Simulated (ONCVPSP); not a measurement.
# An ONCV potential for Hf, from input to tests

Aim: build the potential from the settings below, then test how well it stands in for the atom: other configurations, scattering, ghost states and the plane-wave cutoff that it needs.

Method: ONCVPSP 4.0.1, PBEsol, scalar-relativistic.

### Step 1. The atom and the settings

The settings as typed:

```
element                 : hafnium (Hf, Z = 72)
type                    : optimised norm-conserving Vanderbilt (ONCV)
frozen core             : [Kr] 4d10 4f14
valence charge          : 12
reference configuration : 5s2 5p6 5d3 6s1
partial waves           : 5s+6s: rc 2.00 bohr, ncon 5, nbas 10, qcut 6.9 1/bohr, 2 projectors; 5p: rc 2.10 bohr, ncon 3, nbas 6, qcut 7.5 1/bohr, 3 projectors, debl 0.8 Ha; 5d: rc 2.50 bohr, ncon 3, nbas 8, qcut 5.8 1/bohr, 2 projectors, debl 2 Ha
local potential         : polynomial inside 1.80 bohr (lpopt 4, dvloc0 1 Ha)
core correction         : Teter function, fcfact 5, rcfact 1
```

The outer shells as boxes (Hund's rule for the drawing; the calculation is spin-unpolarised):

```
[Kr] core
4d [↑↓][↑↓][↑↓][↑↓][↑↓]
4f [↑↓][↑↓][↑↓][↑↓][↑↓][↑↓][↑↓]
5s [↑↓]
5p [↑↓][↑↓][↑↓]
5d [↑ ][↑ ][↑ ][  ][  ]
6s [↑ ]
```

### Step 2. Generating the potential

Contents of Hf.dat:

```
# ATOM AND REFERENCE CONFIGURATION
# atsym  z   nc   nv     iexc    psfile
  Hf 72.00   10    4  -116133      upf
#
#   n    l    f
    1    0    2.00
    2    0    2.00
    2    1    6.00
    3    0    2.00
    3    1    6.00
    3    2   10.00
    4    0    2.00
    4    1    6.00
    4    2   10.00
    4    3   14.00
    5    0    2.00
    5    1    6.00
    5    2    3.00
    6    0    1.00
#
# PSEUDOPOTENTIAL AND OPTIMIZATION
# lmax
    2
#
#   l,   rc,      ep,       ncon, nbas, qcut
    0    2.00    0.00    5   10    6.90
    1    2.10    0.00    3    6    7.50
    2    2.50    0.00    3    8    5.80
#
# LOCAL POTENTIAL
# lloc, lpopt,  rc(5),   dvloc0
    4    4    1.80    1.00
#
# VANDERBILT-KLEINMAN-BYLANDER PROJECTORs
# l, nproj, debl
    0    2    3.10
    1    3    0.80
    2    2    2.00
#
# MODEL CORE CHARGE
# icmod, fcfact, rcfact
    3    5.00    1.00
#
# LOG DERIVATIVE ANALYSIS
# epsh1, epsh2, depsh
   -4.00    5.00    0.02
#
# OUTPUT GRID
# rlmax, drl
    6.00    0.01
#
# TEST CONFIGURATIONS
# ncnf
    4
# nvcnf
#   n    l    f
    4
    5    0    2.00
    5    1    6.00
    5    2    2.00
    6    0    2.00
#
    4
    5    0    2.00
    5    1    6.00
    5    2    2.00
    6    0    1.00
#
    4
    5    0    2.00
    5    1    6.00
    5    2    2.00
    6    0    0.00
#
    4
    5    0    2.00
    5    1    6.00
    5    2    3.00
    6    0    0.00
#
```

Launch:

```console
oncvpsp.x < Hf.dat > Hf.out
```

What does the calculation give? Wanted: cutoffs for 1 and 0.1 mHa per electron, occupied waves; bound ghosts; GHOST(+) flags; largest test error; largest phase difference near zero energy, channels read; rms error of d²Exc/dn², without and with the model core; projector energies reset by the program.

**Answer**, as computed:

```
                                                quantity                          value
  cutoffs for 1 and 0.1 mHa per electron, occupied waves                16 Ha and 19 Ha
                                            bound ghosts                     none found
                                          GHOST(+) flags             none at low energy
                            largest test error (AE − PS)  +3.1 meV, for 5s2 5p6 5d2 6s2
largest phase difference near zero energy, channels read                      0.000 rad
 rms error of d²Exc/dn², without and with the model core              6.99 and 3.70 mHa
                 projector energies reset by the program     p: -1.260, 0.250, 1.050 Ha
```

In words: The worst unpolarised test, 5s2 5p6 5d2 6s2, is off by 3.1 meV on 2.6 eV; by total energies transferability rates as very good. It counts as soft on the atom at that tolerance, with 16 Ha needed at the looser tolerance. The program's ghost test flags no bound state. Near zero energy the phases of the channels with partial waves agree within 0.001 rad. Note that the frozen 4f shell (-15 eV) lies higher than the valence 5s shell (-66 eV). These are tests on the free atom; a crystal test is still owed.
